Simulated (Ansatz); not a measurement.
Runs of Ansatz 0.2.0 on CsLiCr2Te2S3. Symmetry: R32, No. 155, trigonal system. The conventional cell has a = 6.639 Å, b = 6.639 Å, c = 20.639 Å, α = 90.00°, β = 90.00°, γ = 120.00°. Around Cs (site symmetry 32) lie 6 Te at 3.84 Å and 6 S at 4.04 Å and 2 Cr at 4.16 Å. Li (site symmetry 32) is surrounded by 3 S at 2.41 Å. Cr (site symmetry 3) is surrounded by 3 S at 2.24 Å and 1 Te at 2.45 Å. Around Te (site symmetry 3) lie 1 Cr at 2.45 Å. S (site symmetry 2) is surrounded by 2 Cr at 2.24 Å and 1 Li at 2.41 Å. The cell was built by a generator and needn't be a form met in nature.

| task | level | potentials or basis | cell | k mesh | cutoff (eV) | basis error allowed | mesh quality | gap on the mesh (eV) | pressure (GPa) | moment (μB) | largest force (eV/Å) |
| --- | --- | --- | --- | --- | --- | --- | --- | --- | --- | --- | --- |
| band structure | BLYP | all-electron LAPW, scalar-relativistic | as given | 4 × 4 × 4 | 305 | 0.002 eV/atom | coarse | none | (c) | 4.00 | (a) |
| relaxation of cell and atoms | PBEsol | all-electron PAW datasets made for the crystal | relaxed | 3 × 3 × 3 | - | - | coarse | none | 0.0 | (b) | 0.01 |
| density of states | PBE | all-electron PAW datasets made for the crystal | as given | 4 × 4 × 4 | 300 | - | coarse | none | 0.0 | 4.00 | 0.02 |
| band structure | revPBE | all-electron LAPW, scalar-relativistic | as given | 4 × 4 × 4 | 305 | 0.002 eV/atom | coarse | none | 1.4 | 4.00 | 0.08 |
| single point | PBE | all-electron LAPW, scalar-relativistic | as given | 4 × 4 × 4 | 305 | 0.002 eV/atom | coarse | none | 0.0 | 4.00 | 0.02 |
| band structure | RPBE | all-electron LAPW, scalar-relativistic | as given | 4 × 4 × 4 | 305 | 0.002 eV/atom | coarse | none | 1.8 | 4.00 | 0.13 |
| electrostatic potential | PBE | all-electron PAW datasets made for the crystal | as given | 5 × 5 × 5 | 300 | - | not flagged | none | 0.0 | 4.00 | 0.01 |
| band structure | LDA | all-electron LAPW, scalar-relativistic | as given | 4 × 4 × 4 | 305 | 0.002 eV/atom | coarse | none | -3.9 | 4.00 | 0.49 |

Alike in all rows: spin collinear, ferromagnetic start; smearing fermi-dirac 0.05 eV.

Task: Estimate the missing entries.

Result: (a) 0.20; (b) 4.01; (c) 2.1.

Caveats: some runs use coarse meshes; only a ferromagnetic start was run, and an antiferromagnetic order may lie lower in energy; the k mesh is thin for a metal, which can move the energy by tens of meV per atom (some runs); the program warned that the printed levels may be off, so bands, gaps and densities of states are rough (some runs).

A k mesh can miss the band edges, and the runs leave out spin-orbit coupling on Cs, Te.

A gap of «none» marks a metal or a gap under the smearing width.

Not every run made on this cell is shown here.
